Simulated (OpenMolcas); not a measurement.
# Mo⁴⁺ among point charges: CASSCF and CASPT2 levels, g values and susceptibility

How does a field of 6 point charges split the states of Mo⁴⁺, and what g values and χT follow?

Program: OpenMolcas 26.06. Level of theory: state-averaged CASSCF and CASPT2, spin-orbit coupling by RASSI with atomic mean-field integrals. These are calculated values, not measurements, unless marked.

### 1 Starting point

* Species: Mo⁴⁺ (molybdenum, Z = 42, 38 electrons)
* Basis: ANO-RCC-VDZP [6s5p3d1f], 43 functions
* Scalar Hamiltonian: DKH2, point nucleus
* Inactive shells: 1s 2s 2p 3s 3p 3d 4s 4p
* Active space: 2 electrons in 5 orbitals (4d)
* Some configurations of this space: 4d2
* Orbitals: optimised for each spin and parity, averaged over all roots

Outer shells as boxes (Hund's rule):

4d2
```
4d [↑ ][↑ ][  ][  ][  ]
```

The ion sits among 6 point charges of -1.7 e arranged as a trigonal prism (D3h), 2.3 Å from the ion, with a polar angle of 58.9° against the regular 49.1°.

Each step is its own input file, run in one work folder so that later steps find the files of earlier ones. Only the result sections of each output are shown. Labels, J, g values, rates, χT and fits are worked out afterwards by a script from the matrices that RASSI stores.

### 2 GATEWAY and SEWARD: basis and integrals

The input, a.inp:

```
&GATEWAY
Coord
1

Mo 0.0 0.0 0.0
Basis=ANO-RCC-VDZP
Group=NoSym
NoMove
AngMom=0.0 0.0 0.0
AMFI
XField
6 Angstrom 0
1.969829 0.000000 1.187339 -1.700000
-0.984914 1.705922 1.187339 -1.700000
-0.984914 -1.705922 1.187339 -1.700000
1.969829 0.000000 -1.187339 -1.700000
-0.984914 1.705922 -1.187339 -1.700000
-0.984914 -1.705922 -1.187339 -1.700000
&SEWARD
```

### 3 Reference wave functions, triplets, 10 roots

The input, a.inp:

```
&RASSCF
FileOrb=start.orb
Symmetry=1
Spin=3
nActEl=2 0 0
Inactive=18
Ras2=5
CIRoot=10 10 1
SDav=10
CIMx=300
Iter=120 100
PrWF=0.3
OrbListing=Nothing
MaxOrb=0
>>> COPY $Project.JobIph JOB001
```

start.orb holds the contracted functions of the basis, ordered by shell, or the orbitals of the step before.

### 4 CASSCF: singlets, 15 roots

The input, a.inp:

```
&RASSCF
FileOrb=start.orb
Symmetry=1
Spin=1
nActEl=2 0 0
Inactive=18
Ras2=5
CIRoot=15 15 1
SDav=15
CIMx=300
Iter=120 100
PrWF=0.3
OrbListing=Nothing
MaxOrb=0
>>> COPY $Project.JobIph JOB002
```

### 5 State interaction with spin-orbit coupling

The input, a.inp:

```
&RASSI
NrOfJobIphs=2 10 15
1 2 3 4 5 6 7 8 9 10
1 2 3 4 5 6 7 8 9 10 11 12 13 14 15
IphNames
JOB001
JOB002
EJob
SpinOrbit
DIPRint=1.0
SOCoupling=1000.0
Subsets=2
Property=9
'ANGMOM' 1 'ANGMOM' 2 'ANGMOM' 3 'MLTPL  1' 1 'MLTPL  1' 2 'MLTPL  1' 3
'AMFI' 1 'AMFI' 2 'AMFI' 3
SOProperty=3
'ANGMOM' 1 'ANGMOM' 2 'ANGMOM' 3
```

### 6 CASPT2: IPEA 0.25, imaginary shift 0.1 (closed shells correlated: 4s 4p)

The input, a.inp:

```
>>> COPY JOB001 $Project.JobIph
&CASPT2
Multistate=10 1 2 3 4 5 6 7 8 9 10
NoMult
Frozen=14
IPEA=0.25
Imaginary=0.1
MaxIter=60
WThr=0.0 0.3 0.05
PrWF=0.5
NoMix
>>> COPY JOB002 $Project.JobIph
&CASPT2
Multistate=15 1 2 3 4 5 6 7 8 9 10 11 12 13 14 15
NoMult
Frozen=14
IPEA=0.25
Imaginary=0.1
MaxIter=60
WThr=0.0 0.3 0.05
PrWF=0.5
NoMix
```

(Steps that only read results are left out.)

**Question.** What will these runs give? Wanted: spin-free ground state; first state of the same spin; lowest level; next level.

As calculated:

```
                    quantity                                                                        value
                      method  SS-CASPT2, IPEA 0.25, imaginary shift 0.1 (closed shells correlated: 4s 4p)
      spin-free ground state                                               3E, 2-fold in its orbital part
first state of the same spin                                                               3E at 898 cm⁻¹
                lowest level                                               2-fold E, g = 0.00, 0.00, 0.45
                  next level                                                                   702.2 cm⁻¹
                 χT at 300 K                                                               0.17 cm³ K/mol
   effective moment at 300 K                                                                      1.18 μB
```

Cost by method:

```
                                              method  time of its own steps  time with the reference
                                           A. CASSCF                  3.2 s                    3.2 s
B. SS-CASPT2, IPEA 0.25, imaginary shift 0.1, +4s 4p                  1.5 s                    4.7 s
```

Times are of one thread on a shared host.

In words: The spin-free ground state (3E) comes to 100 % from free-ion F terms and keeps the highest spin of the shell. χT at 300 K is 0.17, against 1.00 cm³ K/mol for the spin alone, so orbital moment lowers it. CASPT2 does not keep the components of a term degenerate, and the means are used. Point charges give too small a field for d ions at true ligand charges. This is an electrostatic model: the charges have no orbitals.
